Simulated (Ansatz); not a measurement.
# C₂H₈Ge: small, medium and large basis sets

How large a basis does C₂H₈Ge need? Two functionals are run in growing sets.

Method: one geometry, several basis sets; program: Ansatz 0.2.0, Gaussian basis.

Levels to be run: PBE0-D4/def2-SVP; ωB97M-V/def2-SVP; PBE0-D4/def2-QZVPP; ωB97M-V/def2-QZVPP; the functionals' def2-TZVPP values are taken from earlier runs.

## (1) The geometry

An earlier PBE0-D4 in a triple-zeta def2 set relaxation fixed the geometry.

SMILES `[CH3][GeH2][CH3]`, 11 atoms, charge 0, spin multiplicity 1.

Atoms are counted from 1 here; the program's logs count them from 0.

Bond lengths: C1–Ge2 1.955 Å, C1–H4 1.091 Å, C1–H5 1.091 Å, C1–H6 1.091 Å, Ge2–C3 1.955 Å, Ge2–H7 1.544 Å, Ge2–H8 1.544 Å, C3–H9 1.091 Å, C3–H10 1.091 Å, C3–H11 1.091 Å. Angles: Ge2–C1–H4 110.8°, Ge2–C1–H5 110.3°, Ge2–C1–H6 110.3°, H4–C1–H5 108.5°, H4–C1–H6 108.5°, H5–C1–H6 108.5°, C1–Ge2–C3 110.6°, C1–Ge2–H7 109.6°, C1–Ge2–H8 109.6°, C3–Ge2–H7 109.6°, C3–Ge2–H8 109.6°, H7–Ge2–H8 107.9°, Ge2–C3–H9 110.3°, Ge2–C3–H10 110.3°, Ge2–C3–H11 110.8°, H9–C3–H10 108.5°, H9–C3–H11 108.5°, H10–C3–H11 108.5°.

## (2) PBE0-D4 in def2-SVP

in.yaml

```yaml
crystal:
  periodic: [false, false, false]
  atoms:
    - {symbol: C, position_ang: [-1.251159, 0.959395, -0.437259]}
    - {symbol: Ge, position_ang: [-0.186830, -0.675246, -0.310331]}
    - {symbol: C, position_ang: [1.439368, -0.356844, 0.726518]}
    - {symbol: H, position_ang: [-2.159711, 0.785621, -1.015086]}
    - {symbol: H, position_ang: [-0.676323, 1.747920, -0.925553]}
    - {symbol: H, position_ang: [-1.535153, 1.304043, 0.558335]}
    - {symbol: H, position_ang: [0.189293, -1.159101, -1.727032]}
    - {symbol: H, position_ang: [-1.021381, -1.784979, 0.363940]}
    - {symbol: H, position_ang: [2.044833, 0.417133, 0.252162]}
    - {symbol: H, position_ang: [1.186090, -0.028118, 1.735690]}
    - {symbol: H, position_ang: [2.036371, -1.266723, 0.799016]}
basis:
  gaussian: {orbitals: def2-SVP}
hamiltonian: {xc: pbe0, dispersion: d4}
output: {orbitals: {seedname: orbitals}}
```

Started as:

```
$ ansatz run in.yaml --threads 2 --pin off --events-out ev --progress --plain --max-ram 32768MiB --backend cpu
```

After this run come: ωB97M-V in def2-SVP; PBE0-D4 in def2-QZVPP; ωB97M-V in def2-QZVPP.

Q: Predict the results of all the runs planned. Wanted: PBE0-D4: double and triple zeta above quadruple; ωB97M-V: double and triple zeta above quadruple.

The runs gave:

```
                                       quantity           value
PBE0-D4: double and triple zeta above quadruple  10.94, 1.35 eV
ωB97M-V: double and triple zeta above quadruple  11.10, 1.33 eV
```

**Reading.** PBE0-D4 gains 9.58 eV from double to triple zeta, then 1.35 eV more. These are total energies; as a rule much of such shifts cancels in differences, which this series doesn't test. The LUMO of ωB97M-V is positive and keeps falling with the basis (3.25 to 1.77 eV): an unbound level that the basis holds in place.
